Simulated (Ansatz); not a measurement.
**CH4BInO: basis-set convergence**

Aim: see how fast density functionals converge with the basis set for CH4BInO.

Computed with Ansatz 0.2.0, Gaussian basis. Level: one geometry, several basis sets.

Plan: PBE0-D4/def2-SVP; ωB97M-V/def2-SVP; PBE0-D4/def2-QZVPP; ωB97M-V/def2-QZVPP; the functionals' def2-TZVPP values are taken from earlier runs.

## 1. The geometry

The geometry comes from an earlier relaxation with PBE0-D4 in a triple-zeta def2 set; it is a stationary point, not always the lowest conformer. In takes the def2 core potential; no spin-orbit term is included.

SMILES `[InH2][B]1CO1`, 8 atoms, charge 0, spin multiplicity 1.

Atoms are counted from 1 here; the program's logs count them from 0.

Bond lengths: In1–B2 2.231 Å, In1–H5 1.725 Å, In1–H6 1.725 Å, B2–C3 1.528 Å, B2–O4 1.337 Å, C3–O4 1.481 Å, C3–H7 1.086 Å, C3–H8 1.086 Å. Angles: B2–In1–H5 121.2°, B2–In1–H6 121.2°, H5–In1–H6 117.6°, In1–B2–C3 158.2°, In1–B2–O4 140.0°, C3–B2–O4 61.8°, B2–C3–O4 52.7°, B2–C3–H7 122.0°, B2–C3–H8 122.0°, O4–C3–H7 113.0°, O4–C3–H8 113.0°, H7–C3–H8 115.0°, B2–O4–C3 65.5°.

## 2. PBE0-D4 in def2-SVP

Input file in.yaml:

```yaml
crystal:
  periodic: [false, false, false]
  atoms:
    - {symbol: In, position_ang: [-0.978651, 1.532832, -0.743779]}
    - {symbol: B, position_ang: [0.301359, -0.076492, 0.120884]}
    - {symbol: C, position_ang: [0.683803, -1.466375, 0.627712]}
    - {symbol: O, position_ang: [1.541978, -0.260777, 0.583135]}
    - {symbol: H, position_ang: [-1.065466, 1.785909, -2.448115]}
    - {symbol: H, position_ang: [-1.964986, 2.527303, 0.263481]}
    - {symbol: H, position_ang: [0.461527, -1.791161, 1.639991]}
    - {symbol: H, position_ang: [1.020437, -2.251240, -0.043310]}
basis:
  gaussian: {orbitals: def2-SVP}
hamiltonian: {xc: pbe0, dispersion: d4}
output: {orbitals: {seedname: orbitals}}
```

Run with:

```console
ansatz run in.yaml --threads 2 --pin off --events-out ev --progress --plain --max-ram 4352MiB
```

Further steps of the session: ωB97M-V in def2-SVP; PBE0-D4 in def2-QZVPP; ωB97M-V in def2-QZVPP.

**Question.** What will the summary of the whole plan be? Wanted: PBE0-D4: double and triple zeta above quadruple; ωB97M-V: double and triple zeta above quadruple.

As calculated:

| quantity | value |
| --- | --- |
| PBE0-D4: double and triple zeta above quadruple | 4.84, 0.26 eV |
| ωB97M-V: double and triple zeta above quadruple | 5.00, 0.25 eV |

What this shows: For PBE0-D4 the step from double to triple zeta gains 4.58 eV and the next only 0.26 eV. These are total energies; as a rule much of such shifts cancels in differences, which this series doesn't test.
